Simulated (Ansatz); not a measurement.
**CH5PSSi: basis-set convergence**

The task here is to estimate one member of a computed series from the others.

Method: one geometry, several basis sets; program: Ansatz 0.2.0, Gaussian basis.

The runs, in order: PBE0-D4/def2-SVP; ωB97M-V/def2-SVP; PBE0-D4/def2-QZVPP; ωB97M-V/def2-QZVPP; the functionals' def2-TZVPP values are taken from earlier runs.

### The relaxed structure

The geometry comes from an earlier relaxation with PBE0-D4 in a triple-zeta def2 set; it is a stationary point, not always the lowest conformer.

SMILES `P[SiH]1CS1`, 9 atoms, charge 0, spin multiplicity 1.

Atoms are counted from 1 here; the program's logs count them from 0.

Bond lengths: P1–Si2 2.238 Å, P1–H5 1.421 Å, P1–H6 1.420 Å, Si2–C3 1.841 Å, Si2–S4 2.090 Å, Si2–H7 1.482 Å, C3–S4 1.864 Å, C3–H8 1.086 Å, C3–H9 1.086 Å. Angles: Si2–P1–H5 93.2°, Si2–P1–H6 92.5°, H5–P1–H6 93.7°, P1–Si2–C3 119.6°, P1–Si2–S4 123.3°, P1–Si2–H7 111.8°, C3–Si2–S4 56.2°, C3–Si2–H7 118.0°, S4–Si2–H7 117.6°, Si2–C3–S4 68.7°, Si2–C3–H8 119.9°, Si2–C3–H9 120.2°, S4–C3–H8 113.0°, S4–C3–H9 113.2°, H8–C3–H9 113.3°, Si2–S4–C3 55.1°.

Set-up of the first run:

File in.yaml:

```yaml
crystal:
  periodic: [false, false, false]
  atoms:
    - {symbol: P, position_ang: [-1.696334, 1.103291, 0.538196]}
    - {symbol: Si, position_ang: [-0.209219, -0.553835, 0.313838]}
    - {symbol: C, position_ang: [1.553523, -0.151496, -0.030862]}
    - {symbol: S, position_ang: [0.753686, -0.996510, -1.487423]}
    - {symbol: H, position_ang: [-2.731791, 0.368264, -0.099843]}
    - {symbol: H, position_ang: [-1.273370, 1.729693, -0.663462]}
    - {symbol: H, position_ang: [-0.498536, -1.680452, 1.231412]}
    - {symbol: H, position_ang: [1.843918, 0.873738, -0.241107]}
    - {symbol: H, position_ang: [2.346422, -0.738994, 0.421951]}
basis:
  gaussian: {orbitals: def2-SVP}
hamiltonian: {xc: pbe0, dispersion: d4}
output: {orbitals: {seedname: orbitals}}
```

Started as:

```console
ansatz run in.yaml --threads 2 --pin off --events-out ev --progress --plain --max-ram 4352MiB
```

Among the steps run: PBE0-D4 in def2-SVP; ωB97M-V in def2-SVP; PBE0-D4 in def2-QZVPP; ωB97M-V in def2-QZVPP.

One of the session's tables, all rows but one given; the rest of the session is left out.

It belongs to the step «Functionals by basis». 

```
functional       basis  HOMO (eV)
   PBE0-D4    def2-SVP          ?
   PBE0-D4  def2-TZVPP      -6.86
   PBE0-D4  def2-QZVPP      -6.89
   ωB97M-V    def2-SVP      -8.88
   ωB97M-V  def2-TZVPP      -8.97
   ωB97M-V  def2-QZVPP      -9.00
```

Estimate the missing values for PBE0-D4, def2-SVP.

**Answer.** HOMO (eV): -6.81. In the column «HOMO (eV)» it is the highest.
